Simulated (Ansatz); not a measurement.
**C₃H₆FIn: small, medium and large basis sets**

One table from this session's results is given with a row withheld; the runs are named, their logs left out.

The runs use Ansatz 0.2.0, Gaussian basis; one geometry, several basis sets.

The runs, in order: PBE0-D4/def2-SVP; ωB97M-V/def2-SVP; PBE0-D4/def2-QZVPP; ωB97M-V/def2-QZVPP; the functionals' def2-TZVPP values are taken from earlier runs.

1 further run of the same task is left out (for a known fault of the program).

### The relaxed structure

An earlier PBE0-D4 in a triple-zeta def2 set relaxation fixed the geometry. In takes the def2 core potential; no spin-orbit term is included.

SMILES `C=[C](F)[InH][CH3]`, 11 atoms, charge 0, spin multiplicity 1.

Atoms are counted from 1 here; the program's logs count them from 0.

Bond lengths: C1–C2 1.327 Å, C1–H6 1.082 Å, C1–H7 1.086 Å, C2–F3 1.360 Å, C2–In4 2.161 Å, In4–C5 2.144 Å, In4–H8 1.726 Å, C5–H9 1.090 Å, C5–H10 1.093 Å, C5–H11 1.091 Å. Angles: C2–C1–H6 119.5°, C2–C1–H7 122.1°, H6–C1–H7 118.4°, C1–C2–F3 117.6°, C1–C2–In4 125.8°, F3–C2–In4 116.6°, C2–In4–C5 118.9°, C2–In4–H8 114.9°, C5–In4–H8 126.2°, In4–C5–H9 110.5°, In4–C5–H10 109.3°, In4–C5–H11 111.0°, H9–C5–H10 108.4°, H9–C5–H11 109.6°, H10–C5–H11 108.0°.

Set-up of the first run:

in.yaml reads:

```yaml
crystal:
  periodic: [false, false, false]
  atoms:
    - {symbol: C, position_ang: [-0.922801, -0.151277, 2.389521]}
    - {symbol: C, position_ang: [-0.142459, -0.369361, 1.338571]}
    - {symbol: F, position_ang: [0.893304, -1.236570, 1.491666]}
    - {symbol: In, position_ang: [-0.367420, 0.534760, -0.611566]}
    - {symbol: C, position_ang: [1.009132, 0.000183, -2.166026]}
    - {symbol: H, position_ang: [-1.756184, 0.533797, 2.300999]}
    - {symbol: H, position_ang: [-0.754217, -0.640200, 3.344877]}
    - {symbol: H, position_ang: [-1.688179, 1.636022, -0.753664]}
    - {symbol: H, position_ang: [1.915919, -0.429833, -1.740911]}
    - {symbol: H, position_ang: [0.546104, -0.744517, -2.817833]}
    - {symbol: H, position_ang: [1.266801, 0.866985, -2.775616]}
basis:
  gaussian: {orbitals: def2-SVP}
hamiltonian: {xc: pbe0, dispersion: d4}
output: {orbitals: {seedname: orbitals}}
```

Run with:

```bash
$ ansatz run in.yaml --threads 4 --pin off --events-out ev --progress --plain --max-ram 10444MiB
```

Among the steps run: PBE0-D4 in def2-SVP; ωB97M-V in def2-SVP; PBE0-D4 in def2-QZVPP; ωB97M-V in def2-QZVPP.

One table of the session follows, with a row left open; its other results are not shown here.

It belongs to the step «Density functionals: the series». 

```
functional       basis  HOMO (eV)  LUMO (eV)
   PBE0-D4    def2-SVP      -7.37      -1.60
   PBE0-D4  def2-TZVPP      -7.48      -1.66
   PBE0-D4  def2-QZVPP          ?          ?
   ωB97M-V    def2-SVP      -9.61      -0.01
   ωB97M-V  def2-TZVPP      -9.73      -0.14
   ωB97M-V  def2-QZVPP      -9.75      -0.18
```

Estimate the missing values for PBE0-D4, def2-QZVPP.

**Answer.** HOMO (eV): -7.50; LUMO (eV): -1.67. In the column «HOMO (eV)» it lies between ωB97M-V, def2-SVP (-9.61) and PBE0-D4, def2-TZVPP (-7.48).
